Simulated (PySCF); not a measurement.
# ErH6N (Er(H)3(NH3)): the cost of one run

Program: PySCF 2.14.0. Level of theory: several levels, as the steps say, no spin–orbit coupling. These are calculated values, not measurements.

1 further run of the same task is left out (for a known fault of the program).

## 1. Starting geometry

8 atoms, charge 0, spin multiplicity 1.

Bond lengths: Er1–H2 2.013 Å, Er1–H3 2.013 Å, Er1–H4 2.013 Å, Er1–N5 2.453 Å, N5–H6 1.023 Å, N5–H7 1.023 Å, N5–H8 1.023 Å. Angles: H2–Er1–H3 118.8°, H2–Er1–H4 118.8°, H2–Er1–N5 96.3°, H3–Er1–H4 118.8°, H3–Er1–N5 96.3°, H4–Er1–N5 96.3°, Er1–N5–H6 112.2°, Er1–N5–H7 112.2°, Er1–N5–H8 112.2°, H6–N5–H7 106.6°, H6–N5–H8 106.6°, H7–N5–H8 106.6°.

Coordinates:

```xyz
8
ErH6N
Er    0.2254   -0.2254    0.2254
H     1.1698    1.2802    1.1698
H    -1.2802   -1.1698    1.1698
H     1.1698   -1.1698   -1.2802
N    -1.1907    1.1907   -1.1907
H    -1.8006    1.8006   -0.6412
H    -0.6412    1.8006   -1.8006
H    -1.8006    0.6412   -1.8006
```

Formal oxidation states: Er +3. Each metal's 11 4f electrons lie in its core potential, so multiplicities, spins and levels count the valence alone. An earlier session relaxed this geometry at PBE0, Er lcecp-1-SVP with ECP57, H def2-SVP, N def2-SVP (singlet, point group C3v).

At PBE0 on the finer grid: E = -96.437515 Eh, HOMO -6.30 eV, LUMO -0.28 eV, Mulliken charge on Er1 +0.54 e, largest force component 0.004 eV/Å. 

Levels to run: TPSS; HF; PBE0, TZVP. Hardware: 2 threads of Intel Xeon at 2.50GHz (Skylake/Cascade Lake), shared host.

## 2. TPSS

Contents of run.py (the lines that set the calculation):

```python
mol = gto.M(atom='''
Er     0.22541    -0.22541     0.22541
H      1.16984     1.28019     1.16984
H     -1.28019    -1.16984     1.16984
H      1.16984    -1.16984    -1.28019
N     -1.19069     1.19069    -1.19069
H     -1.80064     1.80064    -0.64124
H     -0.64124     1.80064    -1.80064
H     -1.80064     0.64124    -1.80064''',
    basis={'Er': 'lcecp-1-SVP', 'H': 'def2-SVP', 'N': 'def2-SVP'},
    ecp={'Er': 'lcecp-1-SVP'},
    charge=0, spin=0)
mf = dft.RKS(mol, xc='TPSS')
mf.grids.atom_grid = (75, 302)  # f atoms: unpruned, at least (60, 302)
mf = mf.density_fit()  # fitting sets: Er AutoAux, H def2-universal-JKFIT, N def2-universal-JKFIT
mf.conv_tol = 1e-08; mf.max_cycle = 55
mf.kernel(dm0)  # dm0: the density of the relaxed state
```

Command:

```sh
$ OMP_NUM_THREADS=2 python run.py
```

**Question.** How long does this run take on 2 threads of Intel Xeon at 2.50GHz (Skylake/Cascade Lake), shared host?

About 17 s.
